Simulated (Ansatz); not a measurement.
# BiTe in Ansatz: the effect of target pressure

BiTe:

```
Bi Te
1.0
     2.42271    1.39875    3.31729
    -2.42271    1.39875    3.31729
     0.00000   -2.79750    3.31729
Bi Te
1 1
Direct
  0.50000 0.50000 0.50000
  0.00000 0.00000 0.00000
```

The cell comes from a database or a generator and needn't be the stable form of this composition.

Alike in all runs:

* Program: Ansatz 0.2.0
* Task: relaxation of cell and atoms
* Functional: PBEsol
* Potentials or basis: Ansatz PAW
* Cutoff: 420 eV (not typed: the program's choice for these potentials)
* k mesh: 7 × 7 × 7
* Occupations: fermi-dirac, width 0.05 eV
* Spin: no spin polarisation

Each run relaxes the cell or the atoms first.

```tsv
target pressure	relaxed volume (Å³/atom)
0 GPa	31.96
2 GPa	30.54
5 GPa	?
10 GPa	25.56
20 GPa	23.48
30 GPa	22.09
```

Question: What does the run with target pressure 5 GPa give?

Answer: Relaxed volume 28.96 Å³/atom.

Worked out: A parabola through the other rows of the relaxed volume, of slope -0.57 Å³/atom per GPa there, gives 28.66 Å³/atom, against the run's 28.96.

Caveats: the plane-wave basis is chosen anew once the cell has moved, so the energies of steps on either side of that aren't comparable; the PAW data sets come from PBE, with cores solved anew for the run's functional, which leaves a small shift of forces and pressure; the volume moved by over 15 % at a fixed basis, so the end points are rough (some runs).
